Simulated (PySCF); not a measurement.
**How the numerical set-up moves the result for SnP**

The method stays; parts of the set-up, such as the basis or the Hamiltonian, are changed.

Method: each script names its method and basis; program: PySCF 2.14.0.

5 further runs of the same task are left out: 1 for a known fault of the program, 4 that didn't finish.

**1. Starting geometry**

SnP: 2 atoms, charge 0, spin multiplicity 2.

Bond lengths: Sn1–P2 2.415 Å.

**2. The run that the others are compared with**

input.py

```python
from pyscf import gto, dft, tdscf

mol = gto.M(
    atom='Sn 0 0 0; P 0 0 2.415',
    basis='sbkjc',
    ecp={'Sn': 'sbkjc', 'P': 'sbkjc'},
    charge=0,
    spin=1,
    verbose=4,
)
mf = dft.UKS(mol, xc='camb3lyp')
mf.kernel()
td = tdscf.TDA(mf)
td.nstates = 3
td.kernel()
td.analyze(verbose=3)
mf.dip_moment()
print('orbital energies (hartree):', [e[max(0, n-3):n+3].round(4) for e, n in zip(mf.mo_energy, mol.nelec)])
```

Command:

```bash
$ OMP_NUM_THREADS=1 python input.py
```

The log of this run is left out.

In short: E(SCF) = -9.834499 Eh, 14 cycles, ⟨S²⟩ = 0.860, μ = 2.73 D, excitations 0.41, 1.71, 2.08 eV.

The bond length is a typed value, not an optimised one.

**3. Density fitting def2-universal-jkfit**

Variant 1 changes density fitting: none → def2-universal-jkfit.

input.py

```python
from pyscf import gto, dft, tdscf

mol = gto.M(
    atom='Sn 0 0 0; P 0 0 2.415',
    basis='sbkjc',
    ecp={'Sn': 'sbkjc', 'P': 'sbkjc'},
    charge=0,
    spin=1,
    verbose=4,
)
mf = dft.UKS(mol, xc='camb3lyp')
mf = mf.density_fit(auxbasis='def2-universal-jkfit')
mf.kernel()
td = tdscf.TDA(mf)
td.nstates = 3
td.kernel()
td.analyze(verbose=3)
mf.dip_moment()
print('orbital energies (hartree):', [e[max(0, n-3):n+3].round(4) for e, n in zip(mf.mo_energy, mol.nelec)])
```

Command:

```bash
$ OMP_NUM_THREADS=1 python input.py
```

**4. Crenbl**

Variant 2 changes basis set: sbkjc → crenbl. The core potential changes with it: totals don't compare.

input.py, as its differences from that of step 2:

```diff
@@ -4,4 +4,4 @@
     atom='Sn 0 0 0; P 0 0 2.415',
-    basis='sbkjc',
-    ecp={'Sn': 'sbkjc', 'P': 'sbkjc'},
+    basis='crenbl',
+    ecp={'Sn': 'crenbl', 'P': 'crenbl'},
     charge=0,
```

Before running it: what results should come out? Wanted: for each run, E(SCF); from base; gap, α spin; SCF dipole; after the SCF.

The runs gave:

| run | E(SCF) (hartree) | from base (eV) | cycles | gap, α spin (eV) | SCF dipole (D) | functions | after the SCF |
| --- | --- | --- | --- | --- | --- | --- | --- |
| base | -9.834499 | 0 | 14 | 5.79 | 2.73 | 16 | lowest root found 0.41 eV |
| density fitting def2-universal-jkfit | -9.834500 | 0.0000 | 14 | 5.79 | 2.73 | 16 | lowest root found 0.41 eV |
| crenbl | -76.153278 | not comparable | 16 | 5.74 | 2.98 | 48 | lowest root found 0.37 eV |

What this shows: With density fitting def2-universal-jkfit the SCF ends at the base energy. The dearest run is “crenbl”, at 29 s against 6.5 s.
